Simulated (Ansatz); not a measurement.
# CH₆BFGeS: geometry optimisation

Aim: relax CH₆BFGeS from a cheap starting geometry.

Program: Ansatz 0.2.0, Gaussian basis. Level of theory: RKS PBE0-D4/def2-TZVP. These are calculated values, not measurements.

Plan: relaxation at PBE-D4/def2-SVP; relaxation at PBE0-D4/def2-TZVP.

1 further run of the same task is left out (set aside as unsound or not needed).

## (1) The starting structure

SMILES `FB(S)[CH2][GeH3]`, 11 atoms, charge 0, spin multiplicity 1.

Atoms are counted from 1 here; the program's logs count them from 0.

Bond lengths: F1–B2 1.444 Å, B2–S3 1.858 Å, B2–C4 1.573 Å, S3–H6 1.407 Å, C4–Ge5 1.950 Å, C4–H7 1.153 Å, C4–H8 1.082 Å, Ge5–H9 1.592 Å, Ge5–H10 1.558 Å, Ge5–H11 1.516 Å. Angles: F1–B2–S3 118.5°, F1–B2–C4 123.5°, S3–B2–C4 117.6°, B2–S3–H6 94.1°, B2–C4–Ge5 111.2°, B2–C4–H7 106.5°, B2–C4–H8 113.0°, Ge5–C4–H7 106.0°, Ge5–C4–H8 110.4°, H7–C4–H8 109.3°, C4–Ge5–H9 110.0°, C4–Ge5–H10 107.0°, C4–Ge5–H11 110.7°, H9–Ge5–H10 107.1°, H9–Ge5–H11 110.4°, H10–Ge5–H11 111.5°.

The start is a force-field geometry with small random shifts, so a cheaper pass at PBE-D4/def2-SVP comes first.

## (2) Geometry optimisation, PBE-D4/def2-SVP (cheap first pass)

File in.yaml:

```yaml
crystal:
  periodic: [false, false, false]
  atoms:
    - {symbol: F, position_ang: [-0.510200, -1.540800, 2.137100]}
    - {symbol: B, position_ang: [0.259500, -0.852000, 1.127800]}
    - {symbol: S, position_ang: [1.839200, -0.015400, 1.633700]}
    - {symbol: C, position_ang: [-0.076700, -0.906900, -0.407600]}
    - {symbol: Ge, position_ang: [-0.512000, 0.863600, -1.099400]}
    - {symbol: H, position_ang: [1.230200, 1.237000, 1.835100]}
    - {symbol: H, position_ang: [-1.039000, -1.533300, -0.508900]}
    - {symbol: H, position_ang: [0.709500, -1.360200, -0.997300]}
    - {symbol: H, position_ang: [-1.644900, 1.534500, -0.205200]}
    - {symbol: H, position_ang: [0.769300, 1.738000, -0.949300]}
    - {symbol: H, position_ang: [-0.959500, 0.778600, -2.545200]}
basis:
  gaussian: {orbitals: def2-SVP}
hamiltonian: {xc: pbe, dispersion: d4}
relax: {f_tol: 0.03, max_steps: 200}
```

On the command line:

```
ansatz run in.yaml --threads 4 --pin off --events-out ev --progress --plain --max-ram 10444MiB
```

Standard output (excerpt; [...] marks lines left out):

```text
Functional definition: PBE
  name "PBE"
  cite "Perdew, Burke & Ernzerhof, Phys. Rev. Lett. 77, 3865 (1996) doi:10.1103/PhysRevLett.77.3865"
  parent pbe
[...]
1364 factors; their error is unknown
[...]
mean field -71850.72485032 eV, -2640.4654360787 hartree, gradient 7.4e-5 eV, S^2 0.000000; 0 other end points of the search recorded, 0 dependent functions left out
[...]
reference -71850.72488740 eV, -2640.4654374416 hartree; 37, 37 occupied and 85, 85 virtual orbitals, 1364 factors
relax step   1: F+E_penalty+E_count = -71850.98543311 eV  Δ(F+E_penalty+E_count) = +0.000e0 eV  max|allowed force component| = 2.555e0 eV/Å  Δτ_max = 0.0000 Å  (28 SCF iters, accepted)
[...]
relax step   5: F+E_penalty+E_count = -71851.45976445 eV  Δ(F+E_penalty+E_count) = -1.136e-1 eV  max|allowed force component| = 8.097e-1 eV/Å  Δτ_max = 0.1959 Å  (35 SCF iters, accepted)
[...]
relax step   9: F+E_penalty+E_count = -71851.82939464 eV  Δ(F+E_penalty+E_count) = -6.673e-2 eV  max|allowed force component| = 3.331e-1 eV/Å  Δτ_max = 0.2000 Å  (28 SCF iters, accepted)
[...]
relax step  13: F+E_penalty+E_count = -71851.89050928 eV  Δ(F+E_penalty+E_count) = -1.002e-3 eV  max|allowed force component| = 3.834e-2 eV/Å  Δτ_max = 0.0370 Å  (28 SCF iters, accepted)
[...]
relax step  16: F+E_penalty+E_count = -71851.89258593 eV  Δ(F+E_penalty+E_count) = -4.053e-5 eV  max|allowed force component| = 2.071e-2 eV/Å  Δτ_max = 0.0121 Å  (30 SCF iters, accepted)
1364 factors; their error is unknown
[...]
mean field -71851.63887726 eV, -2640.4990259491 hartree, gradient 1.4e-5 eV, S^2 0.000000; 1 other end points of the search recorded, 0 dependent functions left out
[...]
reference -71851.63891573 eV, -2640.4990273629 hartree; 37, 37 occupied and 85, 85 virtual orbitals, 1364 factors
Total energy: -71851.89262440 eV, -2640.5083509848 hartree
Atom 0 at    -0.665152    -0.690795     2.027466 Å, force    -0.012405    -0.003022    -0.003235 eV/Å
Atom 1 at     0.296771    -0.565749     1.093270 Å, force     0.020707     0.006114     0.002045 eV/Å
Atom 2 at     1.944574     0.007081     1.615734 Å, force     0.005829    -0.000254    -0.003160 eV/Å
Atom 3 at    -0.016767    -0.844813    -0.407950 Å, force    -0.003593     0.003857    -0.004708 eV/Å
Atom 4 at    -0.663388     0.831979    -1.263233 Å, force    -0.000237     0.002053     0.001717 eV/Å
Atom 5 at     1.625114     0.161558     2.931280 Å, force    -0.005377    -0.002588    -0.001026 eV/Å
Atom 6 at    -0.825771    -1.595019    -0.519783 Å, force    -0.001019    -0.002062     0.004343 eV/Å
Atom 7 at     0.866659    -1.169299    -0.992542 Å, force    -0.002656    -0.001098     0.004020 eV/Å
Atom 8 at    -1.783264     1.466232    -0.398001 Å, force    -0.001662    -0.000805    -0.000160 eV/Å
Atom 9 at     0.513752     1.831681    -1.392170 Å, force     0.000367    -0.000416     0.001281 eV/Å
Atom 10 at    -1.227127     0.510243    -2.673272 Å, force     0.000047    -0.001779    -0.001117 eV/Å
Dipole moment:     0.004387    -0.058176    -0.054831 e Å
```

Wall time 45 s (4 threads of Arm Neoverse N1, shared host).

Along the way:

```csv
step,energy from step 1 (eV),largest force component (eV/Å)
1,0.0000,2.5553
2,-0.2609,1.9892
3,-0.3259,1.3910
4,-0.3607,1.2035
5,-0.4743,0.8097
6,-0.5587,0.9053
7,-0.6810,0.6501
8,-0.7772,0.4516
9,-0.8440,0.3331
10,-0.8482,0.7860
11,-0.8930,0.4072
12,-0.9041,0.2059
13,-0.9051,0.0383
14,-0.9065,0.0313
15,-0.9071,0.0303
16,-0.9072,0.0207
```

Distances of close pairs at the start and the end, largest changes first:

```csv
bond,before (Å),after (Å),change (Å)
F1–B2,1.444,1.347,-0.097
S3–H6,1.407,1.363,-0.045
C4–H7,1.153,1.109,-0.044
Ge5–H9,1.592,1.551,-0.041
C4–Ge5,1.950,1.990,+0.040
B2–S3,1.858,1.821,-0.037
Ge5–H11,1.516,1.552,+0.036
C4–H8,1.082,1.108,+0.026
```

## (3) Relaxation at PBE0-D4/def2-TZVP

File in.yaml:

```yaml
crystal:
  periodic: [false, false, false]
  atoms:
    - {symbol: F, position_ang: [-0.665152, -0.690795, 2.027466]}
    - {symbol: B, position_ang: [0.296771, -0.565749, 1.093270]}
    - {symbol: S, position_ang: [1.944574, 0.007081, 1.615734]}
    - {symbol: C, position_ang: [-0.016767, -0.844813, -0.407950]}
    - {symbol: Ge, position_ang: [-0.663388, 0.831979, -1.263233]}
    - {symbol: H, position_ang: [1.625114, 0.161558, 2.931280]}
    - {symbol: H, position_ang: [-0.825771, -1.595019, -0.519783]}
    - {symbol: H, position_ang: [0.866659, -1.169299, -0.992542]}
    - {symbol: H, position_ang: [-1.783264, 1.466232, -0.398001]}
    - {symbol: H, position_ang: [0.513752, 1.831681, -1.392170]}
    - {symbol: H, position_ang: [-1.227127, 0.510243, -2.673272]}
basis:
  gaussian: {orbitals: def2-TZVP}
hamiltonian: {xc: pbe0, dispersion: d4}
relax: {f_tol: 0.005, max_steps: 150}
```

Same command.

Standard output (excerpt; [...] marks lines left out):

```text
Functional definition: PBE0
  name "PBE0"
  cite "Adamo & Barone, J. Chem. Phys. 110, 6158 (1999) doi:10.1063/1.478522"
  cite "Perdew, Burke & Ernzerhof, Phys. Rev. Lett. 77, 3865 (1996) doi:10.1103/PhysRevLett.77.3865"
  parent pbe
[...]
1441 factors; their error is unknown
[...]
mean field -71870.57287435 eV, -2641.1948375085 hartree, gradient 1.8e-5 eV, S^2 0.000000; 0 other end points of the search recorded, 0 dependent functions left out
[...]
reference -71870.57290817 eV, -2641.1948387513 hartree; 37, 37 occupied and 177, 177 virtual orbitals, 1441 factors
relax step   1: F+E_penalty+E_count = -71870.78941712 eV  Δ(F+E_penalty+E_count) = +0.000e0 eV  max|allowed force component| = 4.638e-1 eV/Å  Δτ_max = 0.0000 Å  (28 SCF iters, accepted)
[...]
Atom 1 at     0.307709    -0.537040     1.093648 Å, force     0.000177     0.000652    -0.000876 eV/Å
Atom 2 at     1.983592    -0.102326     1.618672 Å, force     0.001667     0.000502     0.000400 eV/Å
Atom 3 at    -0.021643    -0.815121    -0.391552 Å, force     0.001116    -0.000205     0.000669 eV/Å
Atom 4 at    -0.683714     0.826055    -1.268064 Å, force     0.000242    -0.000208     0.000356 eV/Å
Atom 5 at     1.682657     0.097146     2.912706 Å, force    -0.000402    -0.000284     0.000100 eV/Å
Atom 6 at    -0.819806    -1.556273    -0.483869 Å, force    -0.000729    -0.000807    -0.000065 eV/Å
Atom 7 at     0.843430    -1.145607    -0.969251 Å, force    -0.000869    -0.000429    -0.000369 eV/Å
Atom 8 at    -1.873850     1.397192    -0.481433 Å, force    -0.000031     0.000273    -0.000586 eV/Å
Atom 9 at     0.442164     1.870099    -1.323065 Å, force    -0.000807     0.000249    -0.000536 eV/Å
Atom 10 at    -1.134802     0.482549    -2.697499 Å, force     0.000466     0.000698     0.000234 eV/Å
Dipole moment:     0.003864    -0.061776    -0.101111 e Å
```

It took 1.8 min on 4 threads of Arm Neoverse N1, shared host; peak memory 0.68 GiB.

Along the way:

```csv
step,energy from step 1 (eV),largest force component (eV/Å)
1,0.0000,0.4638
2,-0.0260,0.1792
3,-0.0287,0.0344
4,-0.0285,0.0941
5,-0.0289,0.0086
6,-0.0291,0.0172
7,-0.0294,0.0223
8,-0.0295,0.0158
9,-0.0297,0.0251
10,-0.0297,0.0400
11,-0.0298,0.0242
12,-0.0298,0.0098
13,-0.0298,0.0049
14,-0.0299,0.0017
```

The force was under the threshold of 0.005 eV/Å already at step 13, but the program went on to step 14.

Distances of close pairs at the start and the end, largest changes first:

```csv
bond,before (Å),after (Å),change (Å)
S3–H6,1.363,1.343,-0.019
C4–H8,1.108,1.091,-0.016
C4–H7,1.109,1.093,-0.016
C4–Ge5,1.990,1.975,-0.015
Ge5–H11,1.552,1.538,-0.014
Ge5–H9,1.551,1.537,-0.014
Ge5–H10,1.550,1.536,-0.013
F1–B2,1.347,1.334,-0.013
```

Mulliken charges of the relaxed molecule (report file):

```csv
atom,value (e)
F1,-0.23
B2,0.28
S3,-0.23
C4,-0.39
Ge5,0.07
H6,0.17
H7,0.15
H8,0.15
H9,0.01
H10,0.01
H11,0.01
```

## (4) Outcome

| quantity | value |
| --- | --- |
| point group | C1 |
| steps | 16 + 14 |
| shift from the start (rms) | 0.639 Å |
| total energy | -71870.8193 eV |
| dispersion term | -216 meV |
| dipole moment | 0.57 D |

What this shows: The relaxed geometry lies 0.64 Å (rms) from the start; the bond that changed most is F1–B2, from 1.444 to 1.334 Å. No vibrations were run, so it is not proven to be a minimum. The largest Mulliken charge, -0.39 e, sits on C4.
